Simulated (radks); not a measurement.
# V³⁺ in [Ar] 3d2: an all-electron calculation

One table from this session's results is given with a row withheld; the runs are named, their logs left out.

The numbers are computed with radks (a radial shooting solver on a logarithmic mesh, Libxc functionals) version 1 (non-relativistic Kohn-Sham, PBEsol, spin-unpolarised, spherical densities, point nucleus), except any that are marked as measured or tabulated.

## Starting point

| Item | Value |
| --- | --- |
| element | vanadium (Z = 23) |
| charge | +3 |
| electrons | 20 |
| configuration | [Ar] 3d2 |

Outer shells as boxes (Hund's rule):

V³⁺
```
[Ar] core
3d [↑ ][↑ ][  ][  ][  ]
```

Set-up of the first run:

Input:

```text
Z 23
configuration [Ar] 3d2
relativity non-relativistic
functional pbe_sol,pbe_sol
spin unpolarised
nucleus point
```

One table of the session follows, with a row left open; its other results are not shown here.

It belongs to the step «Orbitals and density». Radial moments (bohr):

```
level      <r>  outermost maximum (interpolated)  90 % within  nodes
   1s  0.06710                            0.0441        0.120      0
   2s   0.3113                             0.258        0.483      1
   2p   0.2753                             0.209        0.452      0
   3s   0.9450                             0.823         1.41      2
   3p        ?                                 ?            ?      ?
   3d    1.172                             0.850         1.94      0
```

Q: Estimate the row for 3p from the others.

**Answer.** <r>: 0.9962; outermost maximum (interpolated): 0.841; 90 % within: 1.52; nodes: 1. In the column «<r>» it lies between 3s (0.9450) and 3d (1.172).

Limits of these values: Spin polarisation and multiplet splitting are left out.
